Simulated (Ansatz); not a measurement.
# BrH₆NSi₂: how energies converge with the basis set

The task here is to estimate one member of a computed series from the others.

Method: one geometry, several basis sets; program: Ansatz 0.2.0, Gaussian basis.

Plan: PBE0-D4/def2-SVP; ωB97M-V/def2-SVP; PBE0-D4/def2-QZVPP; ωB97M-V/def2-QZVPP; the functionals' def2-TZVPP values are taken from earlier runs.

## The relaxed structure

All runs share one geometry, relaxed beforehand with PBE0-D4 in a triple-zeta def2 set.

SMILES `N[SiH]([SiH3])Br`, 10 atoms, charge 0, spin multiplicity 1.

Atoms are counted from 1 here; the program's logs count them from 0.

Bond lengths: N1–Si2 1.707 Å, N1–H5 1.008 Å, N1–H6 1.008 Å, Si2–Si3 2.335 Å, Si2–Br4 2.256 Å, Si2–H7 1.482 Å, Si3–H8 1.485 Å, Si3–H9 1.488 Å, Si3–H10 1.488 Å. Angles: Si2–N1–H5 120.2°, Si2–N1–H6 119.9°, H5–N1–H6 110.9°, N1–Si2–Si3 110.0°, N1–Si2–Br4 114.6°, N1–Si2–H7 107.3°, Si3–Si2–Br4 105.4°, Si3–Si2–H7 114.9°, Br4–Si2–H7 104.8°, Si2–Si3–H8 109.8°, Si2–Si3–H9 108.5°, Si2–Si3–H10 110.9°, H8–Si3–H9 109.2°, H8–Si3–H10 109.4°, H9–Si3–H10 108.9°.

The first run:

in.yaml reads:

```yaml
crystal:
  periodic: [false, false, false]
  atoms:
    - {symbol: N, position_ang: [-0.486369, 1.721578, 0.103997]}
    - {symbol: Si, position_ang: [-0.488508, 0.105561, 0.652633]}
    - {symbol: Si, position_ang: [1.071060, -1.148338, -0.550846]}
    - {symbol: Br, position_ang: [-2.453904, -0.971670, 0.391630]}
    - {symbol: H, position_ang: [-0.524113, 1.921234, -0.883133]}
    - {symbol: H, position_ang: [-0.965545, 2.433061, 0.633970]}
    - {symbol: H, position_ang: [-0.265753, 0.138111, 2.117458]}
    - {symbol: H, position_ang: [0.972424, -2.578726, -0.163682]}
    - {symbol: H, position_ang: [0.770189, -1.010897, -2.001992]}
    - {symbol: H, position_ang: [2.453618, -0.660914, -0.297037]}
basis:
  gaussian: {orbitals: def2-SVP}
hamiltonian: {xc: pbe0, dispersion: d4}
output: {orbitals: {seedname: orbitals}}
```

Among the steps run: PBE0-D4 in def2-SVP; ωB97M-V in def2-SVP; PBE0-D4 in def2-QZVPP; ωB97M-V in def2-QZVPP.

One table of the session follows, with a row left open; its other results are not shown here.

It belongs to the step «Functionals by basis». 

| functional | basis | HOMO (eV) | LUMO (eV) |
| --- | --- | --- | --- |
| PBE0-D4 | def2-SVP | ? | ? |
| PBE0-D4 | def2-TZVPP | -7.74 | -0.29 |
| PBE0-D4 | def2-QZVPP | -7.76 | -0.41 |
| ωB97M-V | def2-SVP | -9.69 | 1.93 |
| ωB97M-V | def2-TZVPP | -9.83 | 1.38 |
| ωB97M-V | def2-QZVPP | -9.85 | 1.10 |

Q: Estimate the row for PBE0-D4, def2-SVP from the others.

As computed: HOMO (eV): -7.62; LUMO (eV): 0.08. In the column «HOMO (eV)» it is the highest.
